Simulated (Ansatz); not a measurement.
**C₃H₁₀ClGaOSi: taking an electron away**

One table from this session's results is given with a row withheld; the runs are named, their logs left out.

Method: unrestricted cation, the program's frozen cores in correlated methods; program: Ansatz 0.2.0, Gaussian basis.

Levels to be run: UKS PBE-D4/def2-TZVPP; UKS r2SCAN-D4/def2-TZVPP; UKS PBE0-D4/def2-TZVPP; UKS B3LYP-D4/def2-TZVPP; UKS wB97X-V/def2-TZVPP; UKS wB97M-V/def2-TZVPP; UKS B2PLYP/def2-TZVPP; UHF-MP2/def2-TZVPP; UHF-MP2/def2-QZVPP; then −ε(HOMO) from the neutral's earlier runs with LDA (SPW92), PBE-D4, revPBE-D4, BLYP-D4, r2SCAN-D4, B97M-V, PBE0-D4, B3LYP-D4, r2SCANh-D4, r2SCAN0-D4, HSE06-D4, BHLYP-D4, CAM-B3LYP-D4, LC-ωPBE, ωB97X-V, ωB97M-V.

1 further run of the same task is left out (it didn't finish).

### The relaxed structure

The geometry comes from an earlier relaxation with PBE0-D4 in a triple-zeta def2 set; it is a stationary point, not always the lowest conformer.

SMILES `C[CH](C)[Ga]([Cl])[O][SiH3]`, 17 atoms, charge 0, spin multiplicity 1.

Atoms are counted from 1 here; the program's logs count them from 0.

Bond lengths: C1–C2 1.525 Å, C1–H8 1.092 Å, C1–H9 1.095 Å, C1–H10 1.094 Å, C2–C3 1.523 Å, C2–Ga4 1.965 Å, C2–H11 1.098 Å, C3–H12 1.095 Å, C3–H13 1.093 Å, C3–H14 1.092 Å, Ga4–Cl5 2.153 Å, Ga4–O6 1.777 Å, O6–Si7 1.636 Å, Si7–H15 1.487 Å, Si7–H16 1.489 Å, Si7–H17 1.489 Å. Angles: C2–C1–H8 112.3°, C2–C1–H9 110.2°, C2–C1–H10 111.6°, H8–C1–H9 107.9°, H8–C1–H10 107.6°, H9–C1–H10 107.1°, C1–C2–C3 112.7°, C1–C2–Ga4 110.9°, C1–C2–H11 108.4°, C3–C2–Ga4 112.0°, C3–C2–H11 108.6°, Ga4–C2–H11 103.8°, C2–C3–H12 110.3°, C2–C3–H13 111.6°, C2–C3–H14 112.3°, H12–C3–H13 107.2°, H12–C3–H14 107.9°, H13–C3–H14 107.4° and more.

Set-up of the first run:

File in.yaml:

```yaml
crystal:
  periodic: [false, false, false]
  atoms:
    - {symbol: C, position_ang: [1.297987, -0.871262, 1.315500]}
    - {symbol: C, position_ang: [0.774693, -1.151930, -0.089408]}
    - {symbol: C, position_ang: [1.893060, -1.326541, -1.108293]}
    - {symbol: Ga, position_ang: [-0.516999, 0.222040, -0.642473]}
    - {symbol: Cl, position_ang: [-0.783011, 0.895186, -2.669808]}
    - {symbol: O, position_ang: [-1.597781, 1.034451, 0.511095]}
    - {symbol: Si, position_ang: [-2.762850, 2.181264, 0.454016]}
    - {symbol: H, position_ang: [0.491651, -0.753324, 2.042293]}
    - {symbol: H, position_ang: [1.937160, -1.694329, 1.653031]}
    - {symbol: H, position_ang: [1.904004, 0.038701, 1.344116]}
    - {symbol: H, position_ang: [0.179337, -2.073501, -0.060411]}
    - {symbol: H, position_ang: [2.548744, -2.153166, -0.814195]}
    - {symbol: H, position_ang: [2.515160, -0.430114, -1.179923]}
    - {symbol: H, position_ang: [1.512634, -1.540843, -2.109116]}
    - {symbol: H, position_ang: [-3.257915, 2.410430, 1.836872]}
    - {symbol: H, position_ang: [-3.903939, 1.749232, -0.398986]}
    - {symbol: H, position_ang: [-2.231936, 3.463705, -0.084320]}
basis:
  gaussian: {orbitals: def2-TZVPP}
total_charge: 1
magnetization: {spin_polarized: true, initial_magnetization: 1}
hamiltonian: {xc: pbe, dispersion: d4}
```

Run with:

```bash
$ ansatz run in.yaml --threads 2 --pin off --events-out ev --progress --plain --max-ram 22528MiB --backend cuda --devices 0, --max-vram 18GiB
```

Steps of the session up to this table: Cation, UKS PBE-D4/def2-TZVPP; Cation, UKS r2SCAN-D4/def2-TZVPP; Cation, UKS PBE0-D4/def2-TZVPP; Cation, UKS B3LYP-D4/def2-TZVPP; Cation, UKS wB97X-V/def2-TZVPP; Cation, UKS wB97M-V/def2-TZVPP; Cation, UKS B2PLYP (frozen core)/def2-TZVPP; Cation, UHF-MP2/def2-TZVPP; Cation, UHF-MP2/def2-QZVPP.

One table of the session follows, with a row left open; its other results are not shown here.

It belongs to the step «Ionisation energies side by side». Orbital estimates, from the neutral's runs:

```
  functional  −ε(HOMO) (eV)
 LDA (SPW92)           7.08
      PBE-D4           6.93
   revPBE-D4           6.87
     BLYP-D4           6.81
   r2SCAN-D4           7.18
      B97M-V           7.27
     PBE0-D4           8.13
    B3LYP-D4           7.93
  r2SCANh-D4           7.62
  r2SCAN0-D4           8.29
    HSE06-D4           7.73
    BHLYP-D4           9.23
CAM-B3LYP-D4           9.45
     LC-ωPBE              ?
     ωB97X-V          10.41
     ωB97M-V          10.29
```

Estimate the missing values for LC-ωPBE.

As computed: −ε(HOMO) (eV): 10.75. In the column «−ε(HOMO) (eV)» it is the highest.

Caveats from the session: The cation may have settled in a state other than its lowest; no search over hole states beyond the program's own was made.
